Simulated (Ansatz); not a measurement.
# Alloy of InP and GaP (26 of 32 In sites exchanged), 64 atoms, part 2 of 2

Ansatz 0.2.0, PAW. Earlier steps stand in the parts before.

## Step 3: HSE06 single point

in.yaml

```yaml
crystal:
  lattice:
    - [11.040823, 0.000000, 0.000000]
    - [0.000000, 11.040823, 0.000000]
    - [0.000000, 0.000000, 11.040823]
  atoms:
    - { symbol: Ga, position: [0.002984, 0.999519, 0.002713] }
    - { symbol: Ga, position: [0.008024, 0.000476, 0.498070] }
    - { symbol: Ga, position: [0.999873, 0.500221, 0.000089] }
    - { symbol: Ga, position: [0.004721, 0.500540, 0.499851] }
    - { symbol: Ga, position: [0.498368, 0.002739, 0.005446] }
    - { symbol: Ga, position: [0.492048, 0.002045, 0.494614] }
    - { symbol: Ga, position: [0.499806, 0.498356, 0.001994] }
    - { symbol: Ga, position: [0.495386, 0.497949, 0.497167] }
    - { symbol: Ga, position: [0.250312, 0.252877, 0.002424] }
    - { symbol: Ga, position: [0.249736, 0.253043, 0.498065] }
    - { symbol: Ga, position: [0.248173, 0.747472, 0.004288] }
    - { symbol: Ga, position: [0.247624, 0.747445, 0.495507] }
    - { symbol: Ga, position: [0.750759, 0.254945, 0.000589] }
    - { symbol: Ga, position: [0.752156, 0.746410, 0.002913] }
    - { symbol: Ga, position: [0.249849, 0.000247, 0.249389] }
    - { symbol: Ga, position: [0.250021, 0.499885, 0.249943] }
    - { symbol: Ga, position: [0.248542, 0.498509, 0.750257] }
    - { symbol: Ga, position: [0.749866, 0.500090, 0.246253] }
    - { symbol: Ga, position: [0.752281, 0.498398, 0.754341] }
    - { symbol: Ga, position: [0.004755, 0.252311, 0.248077] }
    - { symbol: Ga, position: [0.003327, 0.255042, 0.753130] }
    - { symbol: Ga, position: [0.004288, 0.747177, 0.247907] }
    - { symbol: Ga, position: [0.002862, 0.746396, 0.752074] }
    - { symbol: Ga, position: [0.495667, 0.252796, 0.247597] }
    - { symbol: Ga, position: [0.497973, 0.254342, 0.751962] }
    - { symbol: Ga, position: [0.495568, 0.747899, 0.247623] }
    - { symbol: P, position: [0.127290, 0.125326, 0.124782] }
    - { symbol: P, position: [0.119780, 0.134635, 0.619500] }
    - { symbol: P, position: [0.125920, 0.622274, 0.125802] }
    - { symbol: P, position: [0.127237, 0.624914, 0.625064] }
    - { symbol: P, position: [0.619510, 0.134766, 0.119738] }
    - { symbol: P, position: [0.609489, 0.124077, 0.624050] }
    - { symbol: P, position: [0.624466, 0.624857, 0.125049] }
    - { symbol: P, position: [0.625199, 0.608536, 0.624784] }
    - { symbol: P, position: [0.373021, 0.376823, 0.125741] }
    - { symbol: P, position: [0.372838, 0.375289, 0.624879] }
    - { symbol: P, position: [0.372633, 0.874988, 0.124919] }
    - { symbol: P, position: [0.371722, 0.873148, 0.611813] }
    - { symbol: P, position: [0.875765, 0.375384, 0.125289] }
    - { symbol: P, position: [0.883613, 0.383831, 0.633313] }
    - { symbol: P, position: [0.882199, 0.867162, 0.120073] }
    - { symbol: P, position: [0.890136, 0.876397, 0.625750] }
    - { symbol: P, position: [0.371708, 0.128130, 0.371963] }
    - { symbol: P, position: [0.380729, 0.133056, 0.883092] }
    - { symbol: P, position: [0.372736, 0.623807, 0.373392] }
    - { symbol: P, position: [0.366805, 0.617214, 0.882780] }
    - { symbol: P, position: [0.888847, 0.126364, 0.374946] }
    - { symbol: P, position: [0.884758, 0.134694, 0.884536] }
    - { symbol: P, position: [0.882801, 0.616857, 0.366484] }
    - { symbol: P, position: [0.874449, 0.624511, 0.875254] }
    - { symbol: P, position: [0.127057, 0.376487, 0.373930] }
    - { symbol: P, position: [0.126534, 0.376106, 0.876941] }
    - { symbol: P, position: [0.126208, 0.873717, 0.372038] }
    - { symbol: P, position: [0.120975, 0.867907, 0.881696] }
    - { symbol: P, position: [0.617796, 0.381249, 0.366064] }
    - { symbol: P, position: [0.625769, 0.376128, 0.875326] }
    - { symbol: P, position: [0.611280, 0.874335, 0.373462] }
    - { symbol: P, position: [0.625618, 0.875307, 0.890940] }
    - { symbol: In, position: [0.750312, 0.254985, 0.501481] }
    - { symbol: In, position: [0.752659, 0.747395, 0.498852] }
    - { symbol: In, position: [0.249125, 0.003133, 0.751210] }
    - { symbol: In, position: [0.750542, 0.001093, 0.247290] }
    - { symbol: In, position: [0.752860, 0.004167, 0.754573] }
    - { symbol: In, position: [0.499069, 0.747354, 0.752238] }
kpoints:
  mp_grid: { grid: [1, 1, 1] }
hamiltonian:
  xc: hse06
scf:
  occupations: { method: fermi_dirac, width: 0.01 }
output:
  forces: true
  eigenvalues: true
  populations: true
  eigenstates: { kpoints: [[0, 0, 0]], e_range: [-6.0, 6.0], localisation: true }
```

On the command line:

```console
ansatz run in.yaml --threads 4 --pin off --max-ram 42750MiB --runs-dir r --events-out ev --progress --plain --backend cuda --devices 0, --max-vram 37GiB
```

What it wrote:

```text
Pseudopotentials: kind: paw
Functional definition: HSE06
  parameter a = 0.25
  parameter omega = 0.11/bohr
  exchange = pbe_x - a*pbe_x_sr(omega) + a*exact_x_sr(omega)
  correlation = pbe_c
Crystal: 64 atoms, lattice volume = 1345.874 Å³
Basis set: ecut = 420 eV, 26193 PW (Γ), exchange–correlation on 150×150×150 points (8 copies of the dense FFT grid, shifted against one another)
Bands: 352, of which v1, the nominal top of the filled ones, is band 288 counted from 1 (287 counted from 0)
Symmetry: 1 space group operations
Space group: P1 (ITA 1), of the structure as read, at distance tolerance 1.1e-4 Å
k-points: 1
Non-local potential: Ga, projectors of the file, l = 0: 2, l = 1: 2, l = 2: 3, l = 3: 1
Non-local potential: P, projectors of the file, l = 0: 2, l = 1: 2, l = 2: 2
Non-local potential: In, projectors of the file, l = 0: 2, l = 1: 2, l = 2: 2, l = 3: 2
PAW form: soft (Blöchl's): semilocal exchange-correlation on the pseudo side does not see the compensation charge
PAW frozen core: Ga, regenerated for the run's functional, and the local potential with it (the file was generated under x = pbe(κ = 0.804, μ = 0.2195149727645171), c = pbe(β = 0.06672455060314922))
PAW frozen core: P, regenerated for the run's functional, and the local potential with it (the file was generated under x = pbe(κ = 0.804, μ = 0.2195149727645171), c = pbe(β = 0.06672455060314922))
PAW frozen core: In, regenerated for the run's functional, and the local potential with it (the file was generated under x = pbe(κ = 0.804, μ = 0.2195149727645171), c = pbe(β = 0.06672455060314922))
PAW one-centre angular grid: Ga, 590 points (default); XC on 64 Gauss nodes
PAW one-centre angular grid: P, 110 points (default); XC on 64 Gauss nodes
PAW one-centre angular grid: In, 590 points (default); XC on 64 Gauss nodes
Initial density: superposition of atomic densities (neutral atoms: chi_scale 0, normalization atom), corrected by the library's trained network
Initial wavefunctions: pseudopotential atomic-orbital guess
Functional: x = pbe(κ = 0.804, μ = 0.2195149727645171), c = pbe(β = 0.06672455060314922), warm-up for x = pbe(κ = 0.804, μ = 0.2195149727645171) + 0.25 (exact − pbe) at short range (hse, ω = 0.20786987370883472 Å⁻¹), c = pbe(β = 0.06672455060314922); HSE06 as pw.x's `hse` composes it (authors' and Libxc's form: `xc: wpbeh`)
SCF iter   1: F=—  HF=-156146.417417 eV  |F-HF|=—  |Δ(HF+E_count)|=         —  Δρ=1.52e-3  dr2=2.23e-2  ethr=1.77e-3  ⟨swp⟩=8.0  Hψ=1559  notcnv=0
preconditioner: auto → none  [insulator: Δε(μ)=1.460 eV  Ē_g=13.867 eV  σ=0.010 eV  W_gap=1.00  n_scr=304 (ndim 8)  ℏωp=24.3 eV  f_vac=0.012  D(μ)=0.00/eV (n_scr^D=0)]
SCF iter   2: F=—  HF=-156146.430211 eV  |F-HF|=—  |Δ(HF+E_count)|=   1.28e-2  Δρ=5.53e-4  dr2=4.20e-3  ethr=3.88e-6  ⟨swp⟩=14.0  Hψ=1451  notcnv=0  defer=19
SCF iter   3: F=—  HF=-156146.431473 eV  |F-HF|=—  |Δ(HF+E_count)|=   1.26e-3  Δρ=3.20e-4  dr2=3.89e-3  ethr=7.29e-7  ⟨swp⟩=12.0  Hψ=1123  notcnv=0  defer=13
SCF iter   4: F=—  HF=-156146.431139 eV  |F-HF|=—  |Δ(HF+E_count)|=   3.34e-4  Δρ=1.53e-4  dr2=6.72e-4  ethr=6.76e-7  ⟨swp⟩=12.0  Hψ=1037  notcnv=0  defer=8
SCF iter   5: F=-156146.431110 eV  HF=-156146.431195 eV  |F-HF|=8.52e-5  |Δ(HF+E_count)|=   5.59e-5  Δρ=6.79e-5  dr2=1.46e-4  ethr=1.17e-7  ⟨swp⟩=10.0  Hψ=856  notcnv=0  defer=6
SCF 1 stopped early in 5 iterations: F = -156146.431110 eV  dr2 = 1.46e-4
Initial density: handed on by an earlier stage of this run
Initial wavefunctions: those handed on with the density
Functional: x = pbe(κ = 0.804, μ = 0.2195149727645171) + 0.25 (exact − pbe) at short range (hse, ω = 0.20786987370883472 Å⁻¹), c = pbe(β = 0.06672455060314922); HSE06 as pw.x's `hse` composes it (authors' and Libxc's form: `xc: wpbeh`)
Exchange kernel: α = 0.2500, screened, ω = 0.2079 Å⁻¹, Wigner–Seitz truncation, v(0) = 949.6035 eV·Å³, q-mesh 1×1×1, nearest image of the exchange supercell L = 11.04 Å, pair-density grid 50×50×50, without the augmentation charges, whose exchange is taken in its separable form (sized by the pseudopotential files, 75×75×75 at the most)
Frozen-core exchange: fock
SCF iter   1: F=—  HF=-156202.021371 eV  |F-HF|=—  |Δ(HF+E_count)|=         —  Δρ=1.17e-2  dr2=7.63e-1  ethr=2.54e-7  ⟨swp⟩=18.0  Hψ=2219  notcnv=0
preconditioner: auto → none  [insulator: Δε(μ)=2.229 eV  Ē_g=16.437 eV  σ=0.010 eV  W_gap=1.00  n_scr=304 (ndim 8)  ℏωp=24.3 eV  f_vac=0.013  D(μ)=0.00/eV (n_scr^D=0)]
SCF iter   2: F=—  HF=-156201.648891 eV  |F-HF|=—  |Δ(HF+E_count)|=   3.72e-1  Δρ=2.37e-3  dr2=7.21e-2  ethr=2.54e-7  ⟨swp⟩=6.0  Hψ=1681  notcnv=0
SCF iter   3: F=—  HF=-156201.864621 eV  |F-HF|=—  |Δ(HF+E_count)|=   2.16e-1  Δρ=2.94e-3  dr2=4.49e-2  ethr=2.54e-7  ⟨swp⟩=6.0  Hψ=1585  notcnv=0
SCF iter   4: F=—  HF=-156201.859433 eV  |F-HF|=—  |Δ(HF+E_count)|=   5.19e-3  Δρ=1.04e-3  dr2=8.34e-3  ethr=2.54e-7  ⟨swp⟩=4.0  Hψ=1329  notcnv=0
SCF iter   5: F=—  HF=-156201.861558 eV  |F-HF|=—  |Δ(HF+E_count)|=   2.12e-3  Δρ=2.92e-4  dr2=1.33e-2  ethr=2.54e-7  ⟨swp⟩=6.0  Hψ=1198  notcnv=0
SCF iter   6: F=—  HF=-156201.859374 eV  |F-HF|=—  |Δ(HF+E_count)|=   2.18e-3  Δρ=6.05e-5  dr2=5.59e-4  ethr=2.54e-7  ⟨swp⟩=8.0  Hψ=1109  notcnv=0
SCF iter   7: F=—  HF=-156201.865602 eV  |F-HF|=—  |Δ(HF+E_count)|=   6.23e-3  Δρ=2.13e-4  dr2=2.83e-4  ethr=3.12e-8  ⟨swp⟩=6.0  Hψ=1345  notcnv=0
iter 8 solved again at ethr=1.18e-9 eV; its pass at ethr=3.12e-8 eV (dr2=6.81e-6 eV) is discarded
SCF iter   8: F=-156201.865370 eV  HF=-156201.865375 eV  |F-HF|=4.96e-6  |Δ(HF+E_count)|=   2.28e-4  Δρ=2.53e-5  dr2=9.90e-6  ethr=1.18e-9  ⟨swp⟩=3.0  Hψ=1661  notcnv=0
SCF 2 stopped early in 8 iterations: F = -156201.865370 eV  dr2 = 9.90e-6
  Residual-converged pass: ⟨swp⟩=4.0  Hψ=801  notcnv=0  max |occ|·‖R‖ = 6.4e-6 eV (tolerance 6.7e-6 eV)  dr2=9.90e-6  dr2_onsite=1.23e-6  max |Δocc| = 0.0e0
hybrid outer 1: dexx = +2.604e-1 eV, tail = 5.80e-4 eV
SCF iter   1: F=—  HF=-156201.859113 eV  |F-HF|=—  |Δ(HF+E_count)|=         —  Δρ=4.97e-5  dr2=5.45e-5  ethr=5.04e-7  ⟨swp⟩=14.0  Hψ=910  notcnv=0
preconditioner: auto → none  [insulator: Δε(μ)=2.252 eV  Ē_g=16.276 eV  σ=0.010 eV  W_gap=1.00  n_scr=304 (ndim 8)  ℏωp=24.3 eV  f_vac=0.013  D(μ)=0.00/eV (n_scr^D=0)]
SCF iter   2: F=—  HF=-156201.859109 eV  |F-HF|=—  |Δ(HF+E_count)|=   4.67e-6  Δρ=1.64e-5  dr2=6.81e-6  ethr=8.57e-9  ⟨swp⟩=4.0  Hψ=1013  notcnv=0
SCF iter   3: F=—  HF=-156201.859130 eV  |F-HF|=—  |Δ(HF+E_count)|=   2.10e-5  Δρ=1.53e-5  dr2=3.48e-6  ethr=6.86e-10  ⟨swp⟩=7.0  Hψ=1103  notcnv=0  defer=6
SCF iter   4: F=—  HF=-156201.859129 eV  |F-HF|=—  |Δ(HF+E_count)|=   9.08e-7  Δρ=3.75e-6  dr2=2.42e-7  ethr=5.75e-10  ⟨swp⟩=5.0  Hψ=790  notcnv=0  defer=6
SCF iter   5: F=—  HF=-156201.859129 eV  |F-HF|=—  |Δ(HF+E_count)|=   6.53e-7  Δρ=2.23e-6  dr2=2.54e-7  ethr=2.81e-11  ⟨swp⟩=7.0  Hψ=1254  notcnv=0  defer=6
SCF iter   6: F=—  HF=-156201.859129 eV  |F-HF|=—  |Δ(HF+E_count)|=   2.59e-8  Δρ=1.08e-6  dr2=1.33e-7  ethr=2.81e-11  ⟨swp⟩=7.0  Hψ=803  notcnv=0  defer=6
SCF iter   7: F=-156201.859129 eV  HF=-156201.859129 eV  |F-HF|=9.26e-9  |Δ(HF+E_count)|=   2.67e-8  Δρ=5.06e-7  dr2=1.50e-8  ethr=2.17e-11  ⟨swp⟩=6.0  Hψ=699  notcnv=0  defer=3
SCF 3 converged in 7 iterations: F = -156201.859129 eV  dr2 = 1.50e-8
  Residual-converged pass: ⟨swp⟩=3.0  Hψ=772  notcnv=0  max |occ|·‖R‖ = 2.4e-6 eV (tolerance 2.5e-6 eV)  dr2=1.42e-8  dr2_onsite=6.09e-10  max |Δocc| = 0.0e0
[... from here the SCF cycle lines were not kept, up to the last twenty ...]
hybrid outer 2: dexx = +2.268e-5 eV, tail = 2.82e-7 eV, Δε = 3.10e-3 eV (about 7.92e-5 eV left of the loop's levels), ΔF = 3.82e-3 eV/Å (tail 5.15e-4)
NSCF: frozen V_eff on 1 k-points
hybrid SCF converged: 2 outer / 15 inner (+5 warm-up), last move |dexx| = 2.27e-5 eV, tail = 2.82e-7 eV
Stability not checked: this state was not tested for a lower state beside it, because the functional holds exact exchange (a hybrid, or Hartree-Fock), whose exchange loop this test does not read (fock_operator; see scf.lower_state_search)
Free energy (F): -156201.859126 eV
Harris-Foulkes:  -156201.859126 eV  (|F-HF|=9.26e-9)
Internal energy: -156201.859126 eV  (E = F + TS)
E sigma→0 (E₀):  -156201.859126 eV
Fermi energy:    7.880946 eV
--- Per-component energies (eV) ---
  E_band       = -2921.902034
  E_kinetic    = 6718.889821
  E_local      = -65878.794401  (includes V_loc(G=0)·N_el)
  E_nonlocal   = 14375.243231
  E_hartree    = 30021.869488
  E_xc         = -4073.433386
  E_vxc        = -3264.774723  (∫ρ·V_xc dr)
  E_exx        = -1707.825945  (= α·E_x^exact, valence–valence)
  E_paw        = -94268.464810  (= ΣΔE_a)
  E_vpaw       = -11500.536608  (= ΣTr[D̂ρ^β])
  E_aug_tail   = -0.002784  (compensation charges beyond the density's cutoff)
  E_ewald      = -41392.905233
  E_core_change = 3.564903  (= ΣΔE_core)
  E_smearing   = -0.000000  (= −TS)
  E_closure    = -0.000009  (closes the sum)
  Σ components = -156201.859126   (vs F -156201.859126, Δ=0.00e0)
--- Forces (eV/Å), atoms counted from 1 ---
  atom   1  Ga    -0.00052106    -0.03880616    -0.00976406
  atom   2  Ga    -0.05008394     0.00408852    -0.02256459
  atom   3  Ga     0.00833463    -0.00459477     0.01209645
  atom   4  Ga    -0.01385786    -0.00140590    -0.02321694
  atom   5  Ga    -0.00410562    -0.01035614    -0.02673687
  atom   6  Ga    -0.03704927    -0.05920688    -0.01234532
  atom   7  Ga    -0.02182463     0.00088677    -0.01476244
  atom   8  Ga     0.01591136    -0.04018174    -0.01002785
  atom   9  Ga    -0.00434158    -0.01274725    -0.00040287
  atom  10  Ga    -0.02455364    -0.02681302    -0.00383948
  atom  11  Ga    -0.02275888    -0.02071788    -0.03941534
  atom  12  Ga    -0.00508414    -0.00021446    -0.02689059
  atom  13  Ga    -0.01916154    -0.02210598    -0.00732372
  atom  14  Ga    -0.00152645    -0.01647219    -0.01844739
  atom  15  Ga    -0.01334225    -0.00414058    -0.00576879
  atom  16  Ga    -0.01692459     0.00391974    -0.01723144
  atom  17  Ga    -0.00791303    -0.01296617     0.00527657
  atom  18  Ga    -0.00812629    -0.03092209    -0.00799408
  atom  19  Ga    -0.03961914     0.00632008    -0.04475839
  atom  20  Ga    -0.01115532    -0.01506995     0.00530028
  atom  21  Ga    -0.00650790    -0.01296482    -0.02909571
  atom  22  Ga    -0.02970334    -0.01641454    -0.01589890
  atom  23  Ga    -0.02036822    -0.00575703    -0.01025481
  atom  24  Ga    -0.00943793    -0.00410623    -0.02235524
  atom  25  Ga     0.00262332    -0.03316172    -0.04328687
  atom  26  Ga    -0.02238738    -0.00405779    -0.00026233
  atom  27  P      0.01155532    -0.00003906     0.01098102
  atom  28  P      0.04576627     0.05214880     0.02967396
  atom  29  P     -0.01096344    -0.01232855    -0.00931886
  atom  30  P     -0.00264643     0.01060129    -0.00633713
  atom  31  P      0.01552061     0.03588094     0.03818747
  atom  32  P      0.06339556     0.07424170     0.09157416
  atom  33  P     -0.00206278     0.00144364    -0.00896713
  atom  34  P      0.05602276     0.05120017     0.05316643
  atom  35  P      0.00701851     0.00882752     0.00446577
  atom  36  P      0.01608741     0.01753556     0.02022496
  atom  37  P      0.02860837     0.01846121     0.00870743
  atom  38  P      0.07872472     0.06980505     0.04420860
  atom  39  P      0.00963867     0.03773135     0.01887565
  atom  40  P     -0.03674025    -0.05306780    -0.01412209
  atom  41  P      0.05384683     0.02598612     0.02592823
  atom  42  P      0.00942776    -0.01275071    -0.01751250
  atom  43  P      0.01368677     0.00805836     0.00271822
  atom  44  P     -0.03309644    -0.02610272    -0.02387839
  atom  45  P      0.01933622     0.01626485     0.01316303
  atom  46  P      0.03968696     0.03100200     0.03704706
  atom  47  P      0.01107572    -0.01862411     0.00281317
  atom  48  P     -0.04716442    -0.00449624    -0.03902187
  atom  49  P      0.04678842     0.03364380     0.04095535
  atom  50  P      0.01534136     0.03880393     0.03853486
  atom  51  P     -0.00601592     0.00756952     0.00072017
  atom  52  P      0.02877395     0.01641413     0.01756724
  atom  53  P      0.00979831     0.00358649     0.01816689
  atom  54  P      0.01682310     0.02557204     0.06585325
  atom  55  P      0.02357879     0.04828717     0.04040943
  atom  56  P      0.01838658     0.00097012     0.00958115
  atom  57  P      0.04492142     0.05995058     0.04571896
  atom  58  P     -0.02326153     0.00885641    -0.01241709
  atom  59  In    -0.02601470    -0.02653561    -0.02286950
  atom  60  In    -0.03330333    -0.04006893    -0.03343479
  atom  61  In    -0.01534040    -0.03181081    -0.02921838
  atom  62  In    -0.01501218    -0.03956546    -0.01843406
  atom  63  In    -0.03246597    -0.01971178    -0.02600439
  atom  64  In    -0.03624312    -0.03982146    -0.02773244
  max |Σ_I F_I| component: 4.86e-5 eV/Å
--- Band table (eV) ---
  k-point 0: bands = [... 276 lower levels ..., "5.5222", "5.5395", "5.5714", "5.6264", "5.6498", "5.7414", "5.7648", "5.8087", "5.8382", "6.7344", "6.7462", "6.7553", "9.0077", "9.0152", "9.0222", "9.0879", "9.1194", "9.1951", "9.2167", "9.2493", "9.3118", "9.3681", "9.4432", "9.7058", ... 52 higher levels ...]
--- Löwdin populations: 64 sites ---
  site symbol       q [e]
     0     Ga     12.8808
     1     Ga     12.8854
     2     Ga     12.8743
     3     Ga     12.8795
     4     Ga     12.8835
     5     Ga     12.8892
     6     Ga     12.8766
     7     Ga     12.8818
     8     Ga     12.8887
     9     Ga     12.8876
    10     Ga     12.8897
    11     Ga     12.8900
    12     Ga     12.8880
    13     Ga     12.8909
    14     Ga     12.8848
    15     Ga     12.8958
    16     Ga     12.8867
    17     Ga     12.8881
    18     Ga     12.8998
    19     Ga     12.8801
    20     Ga     12.8913
    21     Ga     12.8890
    22     Ga     12.8822
    23     Ga     12.8900
    24     Ga     12.8823
    25     Ga     12.8796
    26      P      5.0647
    27      P      5.1274
    28      P      5.0603
    29      P      5.0658
    30      P      5.1262
    31      P      5.1933
    32      P      5.0664
    33      P      5.1921
    34      P      5.0592
    35      P      5.0662
    36      P      5.0661
    37      P      5.1863
    38      P      5.0649
    39      P      5.1251
    40      P      5.1262
    41      P      5.1915
    42      P      5.0654
    43      P      5.1248
    44      P      5.0627
    45      P      5.1281
    46      P      5.1889
    47      P      5.1312
    48      P      5.1299
    49      P      5.0659
    50      P      5.0616
    51      P      5.0620
    52      P      5.0651
    53      P      5.1257
    54      P      5.1268
    55      P      5.0660
    56      P      5.1891
    57      P      5.1907
    58     In     12.6377
    59     In     12.6414
    60     In     12.6443
    61     In     12.6474
    62     In     12.6425
    63     In     12.6399
  spilling = 0.002683 (of n_electrons = 576.000000)
```

Wall time 38 s (1 × NVIDIA H100 80GB HBM3 with 4 threads of AMD EPYC 7R13, shared host); peak host memory 3.8 GiB.

At the Γ point alone the filled levels end at 6.755 eV and the empty ones begin at 9.008 eV, a spacing of 2.25 eV.

Frontier states and how far they spread:

```
level (eV)  spin  filling  atoms sharing it  main element  its share  largest atom
     -0.02  both     2.00              48.2             P       0.77             –
     -0.01  both     2.00              48.2             P       0.77             –
      0.00  both     2.00              47.3             P       0.77             –
      2.25  both     0.00              58.2            Ga       0.51             –
      2.26  both     0.00              57.4            Ga       0.51             –
      2.27  both     0.00              58.8            Ga       0.52             –
      2.33  both     0.00              48.8            Ga       0.48             –
      2.36  both     0.00              37.3             P       0.47             –
```

On these atoms HSE06 leaves forces up to 0.13 eV/Å (on P32), as they were relaxed at another level of theory (and may have been on other k points).

## Step 4: Outcome

What follows sums up all 2 parts. Changes of volume or cell count from the first structure of part 1.

| level | time | k points | top filled to lowest empty (eV) |
| --- | --- | --- | --- |
| PBEsol, relaxation | 9.7 s (GPU) | (¼, ¼, ¼) | 1.79 |
| HSE06 | 38 s (GPU) | Γ | 2.25 |

| quantity | value |
| --- | --- |
| relaxation | 5 recorded steps, 2.72 eV gained |
| largest shift | 0.20 Å (P32) |
| relaxed cell | a = 11.041 Å, b = 11.041 Å, c = 11.041 Å, α = 90.00°, β = 90.00°, γ = 90.00° |
| mean bonds | Ga–P 2.365, In–P 2.507 Å |

**Reading.** The relaxation lowers the energy by 2.72 eV; the largest shift is 0.20 Å (P32), while the volume changes by -0.1 %. The mean lengths of the listed bonds run from Ga–P 2.37 Å to In–P 2.51 Å. Rows on different k points differ by sampling as well as by level. With one k point the spacing samples only the states that fold onto it, so it can exceed the gap over the zone.
